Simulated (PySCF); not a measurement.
**CH11O2PSi3: electronic excitations**

What electronic excitations should CH11O2PSi3 (`C[Si@@H](P)[Si@@H](O)O[SiH3]`) show?

Programs: PySCF 2.14.0, with density-fitted response routines of our own. Each step states its level of theory. These are calculated values for one molecule in the gas phase, unless marked as measured. Atoms count from 0, in the outputs and in this text.

## 1. Starting geometry

18 atoms, charge 0, multiplicity 1; geometry from: GFN2-xTB.

Bonds of the start (Å): C0–Si1 1.91, Si1–P2 2.26, Si1–Si3 2.31, Si3–O4 1.62, Si3–O5 1.63, O5–Si6 1.62, C0–H7 1.09, C0–H8 1.09, C0–H9 1.09, Si1–H10 1.48, P2–H11 1.38, P2–H12 1.38, Si3–H13 1.47, O4–H14 0.95, Si6–H15 1.46, Si6–H16 1.46, Si6–H17 1.46.

## 2. Excited states and response: CAM-B3LYP/def2-SVPD

What the job is given:

```
{"job": {"kind": "uv", "xc": "CAM-B3LYP", "basis": "def2-SVPD", "nstates": 8, "ntriplets": 3}, "charge": 0, "multiplicity": 1}
C     -2.265419    -1.437834    -0.370149
Si    -1.131710     0.030271    -0.825743
P     -2.539602     1.778190    -1.085293
Si     0.581053     0.377040     0.684643
O      0.335147    -0.747606     1.829237
O      2.030099     0.103973    -0.002774
Si     3.180188    -0.003366    -1.133607
H     -2.705776    -1.294923     0.613423
H     -1.714433    -2.373076    -0.349569
H     -3.078922    -1.539486    -1.083715
H     -0.647000    -0.211424    -2.205777
H     -2.737234     1.982731     0.269991
H     -1.543544     2.738418    -1.133814
H      0.760780     1.693098     1.310192
H      1.009385    -0.986145     2.461302
H      2.545527     0.075303    -2.448240
H      4.089572     1.117144    -0.901004
H      3.823131    -1.295990    -0.905519
```

Method: TDDFT CAM-B3LYP/def2-SVPD, vertical, gas phase, core orbitals frozen in the response.

Started as:

```
OMP_NUM_THREADS=1 python probes_run.py task.json out
```

This one command runs all jobs of the session in turn.

Standard output:

```text
coarse grid: 16576 points
cycle   1  E = -1404.1884741340  dE =  5.384e-01  |g| = 9.835e-01  |ddm| = 5.790e+00
cycle   2  E = -1404.0517866388  dE =  1.367e-01  |g| = 1.322e+00  |ddm| = 2.529e+00
cycle   3  E = -1404.3767267229  dE = -3.249e-01  |g| = 7.356e-02  |ddm| = 1.266e+00
cycle   4  E = -1404.3776728860  dE = -9.462e-04  |g| = 4.503e-02  |ddm| = 1.994e-01
cycle   5  E = -1404.3781236903  dE = -4.508e-04  |g| = 1.136e-02  |ddm| = 6.052e-02
cycle   6  E = -1404.3781479923  dE = -2.430e-05  |g| = 3.345e-03  |ddm| = 1.702e-02
cycle   7  E = -1404.3781508005  dE = -2.808e-06  |g| = 6.998e-04  |ddm| = 5.990e-03
final grid: 140424 points
cycle   8  E = -1404.5682230274  dE = -1.903e-05  |g| = 2.659e-03  |ddm| = 5.298e-02
cycle   9  E = -1404.5682231075  dE = -8.009e-08  |g| = 2.768e-03  |ddm| = 8.397e-03
cycle  10  E = -1404.5682248654  dE = -1.758e-06  |g| = 3.133e-04  |ddm| = 3.079e-03
cycle  11  E = -1404.5682248812  dE = -1.583e-08  |g| = 1.754e-04  |ddm| = 5.632e-04
cycle  12  E = -1404.5682248875  dE = -6.308e-09  |g| = 2.564e-05  |ddm| = 2.665e-04
cycle  13  E = -1404.5682248877  dE = -2.021e-10  |g| = 7.280e-06  |ddm| = 6.665e-05
converged SCF energy = -1404.5682248877

Static polarisability (au): isotropic 125.130, principal 110.674 121.194 143.523

Singlet excitations
state   eV       nm        f      main configurations
  1   5.9287    209.1   0.00732   H->L+1 0.58, H->L 0.28
  2   6.0623    204.5   0.11318   H->L 0.41, H->L+1 0.27, H->L+2 0.20
  3   6.5272    190.0   0.00923   H->L+2 0.33, H->L+4 0.26, H->L+5 0.15
  4   6.6155    187.4   0.02563   H->L+2 0.25, H->L+6 0.23, H-1->L 0.10
  5   7.0177    176.7   0.10692   H-1->L 0.38, H-1->L+1 0.33
  6   7.0864    175.0   0.22319   H-1->L+1 0.44, H->L+6 0.15, H-1->L 0.10
  7   7.2746    170.4   0.00873   H-1->L+2 0.21, H->L+4 0.19, H->L+6 0.14
  8   7.4802    165.7   0.01892   H->L+5 0.36, H-1->L 0.10, H->L+7 0.08

Triplet excitations (Tamm-Dancoff, eV): 5.2250 5.4626 5.8240
```

Run time: 1.8 min. Hardware: 1 thread of Intel Xeon at 2.70GHz, shared host; peak memory 1.2 GiB.

Frontier orbitals and where they lie:

```
orbital      eV                         atoms
 HOMO−3  -10.35   O5 30 %, Si6 17 %, H17 14 %
 HOMO−2  -10.14    P2 32 %, Si1 14 %, C0 10 %
 HOMO−1   -9.51   Si1 20 %, Si3 15 %, P2 14 %
   HOMO   -8.27    P2 50 %, Si1 17 %, Si3 9 %
   LUMO    0.48   Si3 21 %, O4 15 %, Si1 14 %
 LUMO+1    0.67  Si1 20 %, Si3 16 %, Si6 12 %
 LUMO+2    1.03  Si1 17 %, Si6 16 %, Si3 15 %
```

With each of the 8 states as a Gaussian band of 0.4 eV half-width at 1/e, the curve within the window shown has maxima at 203 nm (ε 5,100), 175 nm (ε 14,000) L/(mol cm). Beyond the last state computed it falls off for lack of states. The curve at chosen wavelengths:

(nm, ε (L/mol/cm)): (159, 1069), (162, 2575), (165, 5193), (168, 8697), (171, 12074), (174, 14002), (177, 13777), (179, 12578), (182, 9963), (185, 7348), (188, 5457), (191, 4500), (194, 4326), (197, 4605), (200, 4976), (203, 5149), (206, 4971), (209, 4443), (212, 3676), (214, 3110), (217, 2283), (220, 1570), (223, 1017), (226, 624), (229, 364), (232, 202)

Ground-state properties from the same run:

```
           property  computed
  dipole moment (D)      1.76
polarisability (Å³)     18.54
 HOMO–LUMO gap (eV)      8.76
      −ε(HOMO) (eV)      8.27
```

## 3. Results

| quantity | value |
| --- | --- |
| lowest singlet (CAM-B3LYP/def2-SVPD) | 5.93 eV (209 nm), f = 0.007 |
| brightest single state of those computed | state 6, 7.09 eV, f = 0.223 |
| lowest triplet | 5.22 eV |

What this shows: The lowest singlet, at 5.93 eV, is HOMO→LUMO+1 0.58, HOMO→LUMO 0.28 and is weak; of the 8 states computed, the strongest absorption comes from state 6 at 7.09 eV. The lowest triplet lies 0.70 eV below the lowest singlet (triplets in Tamm-Dancoff, singlets in full TDDFT).
